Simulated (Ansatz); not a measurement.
# Hf3TiO8: the band gap up the ladder of functionals

One table from this session's results is given with a row withheld; the runs are named, their logs left out.

Program: Ansatz 0.2.0. PAW datasets, plane waves. Note: simulated data, non-magnetic, for a generated structure that need not be the stable one.

## The cell

The cell was relaxed beforehand with r2SCAN.

It is triclinic, P1 (No. 1); conventional cell a = 5.063 Å, b = 5.064 Å, c = 5.317 Å, α = 98.2°, β = 91.0°, γ = 91.7°, 11.23 Å³ an atom. Around Hf lie 6 O at 2.02–2.32 Å; around Hf lie 7 O at 2.02–2.31 Å; around Hf lie 7 O at 2.08–2.19 Å; around Ti lie 6 O at 1.83–2.33 Å; around O lie 3 Hf at 2.08–2.19 Å and 1 Ti at 2.33 Å.

The structure in full:

```xyz
12
Lattice="5.0628 0.0740 0.0550 0.0750 5.0617 0.0566 -0.8143 0.0440 5.2537" Properties=species:S:1:pos:R:3 pbc="T T T"
Hf    0.8465    2.3846    3.8085
Hf    3.0908    4.9579    4.2329
Hf    3.4230    2.7925    1.5840
Ti    1.0758    0.2118    1.0476
O     1.5960    3.7824    5.1470
O     2.4859    1.4819    2.9739
O     2.6898    1.2282    0.3124
O     1.9225    4.0322    2.4709
O     0.1127    1.5179    1.8956
O     4.7841    4.1535    0.7913
O     4.2847    3.5800    3.3745
O    -0.3703    0.9552    4.5529
```

Set-up of the first run:

File input.yaml:

```yaml
crystal:
  lattice:
    - [5.062848665, 0.073985805, 0.0549818716]
    - [0.0750058817, 5.0617475621, 0.056557623]
    - [-0.8142765203, 0.0439576579, 5.2537453622]
  atoms:
    - { symbol: Hf, position: [0.2757064388, 0.4608492905, 0.7170711093] }
    - { symbol: Hf, position: [0.7229333666, 0.9620799934, 0.787760063] }
    - { symbol: Hf, position: [0.7144729165, 0.5387342055, 0.2882301507] }
    - { symbol: Ti, position: [0.2435537741, 0.0365858521, 0.1964653945] }
    - { symbol: O, position: [0.4599073391, 0.7321277126, 0.9669944885] }
    - { symbol: O, position: [0.5764517019, 0.2794942049, 0.557020496] }
    - { symbol: O, position: [0.5360646474, 0.2343680667, 0.0513266358] }
    - { symbol: O, position: [0.4416187061, 0.7861855861, 0.45721976] }
    - { symbol: O, position: [0.0752741189, 0.2956741576, 0.3568461206] }
    - { symbol: O, position: [0.954229549, 0.8054638647, 0.1319635847] }
    - { symbol: O, position: [0.9366444925, 0.688153728, 0.6250945582] }
    - { symbol: O, position: [0.0631429493, 0.1802833379, 0.8640076388] }
kpoints:
  mp_grid: { grid: [6, 6, 6] }
  band_path:
    path:
      - [[0.0, 0.0, 0.0], [7.696185622995e-19, 3.619958235661e-19, 0.5]]
      - [[2.504367718946e-17, -0.5, 3.782768994273e-17], [0.0, 0.0, 0.0], [0.5, -1.434619310701e-18, 1.219777749527e-16]]
      - [[0.5, 0.5, -0.5], [0.0, 0.0, 0.0], [0.5, 0.5, 8.321052645797e-17]]
      - [[0.5, -8.040507014791e-19, -0.5], [0.0, 0.0, 0.0], [-2.461743258509e-17, 0.5, 0.5]]
    npoints: 10
hamiltonian:
  xc: pbe
scf:
  occupations: { method: fermi_dirac, width: 0.02 }
  n_extra_bands: 7
output:
  forces: true
  stress: true
  eigenvalues: true
```

Steps of the session up to this table: PBE bands along the symmetry lines; r2SCAN at the same geometry; HSE06; Single point with PBE+SOC; PBE0.

One of the session's tables, all rows but one given; the rest of the session is left out.

```
  level  gap (eV)
    PBE      3.16
 r2SCAN      3.55
  HSE06      4.82
PBE+SOC      3.16
   PBE0         ?
```

Estimate the missing values for PBE0.

**Answer.** gap (eV): 5.58. In the column «gap (eV)» it is the highest.

Meshes: PBE 6×6×6, r2SCAN 6×6×6, HSE06 4×4×4, PBE+SOC 6×6×6, PBE0 4×4×4

PBE reaches 66 % of the HSE06 value, and r2SCAN 74 %. PBE0 lies 0.77 eV above HSE06, which differs from it by screening the long-range exchange.

To keep in mind: Warnings in the runs' records: stress exchange threshold loose, stress scf threshold loose.
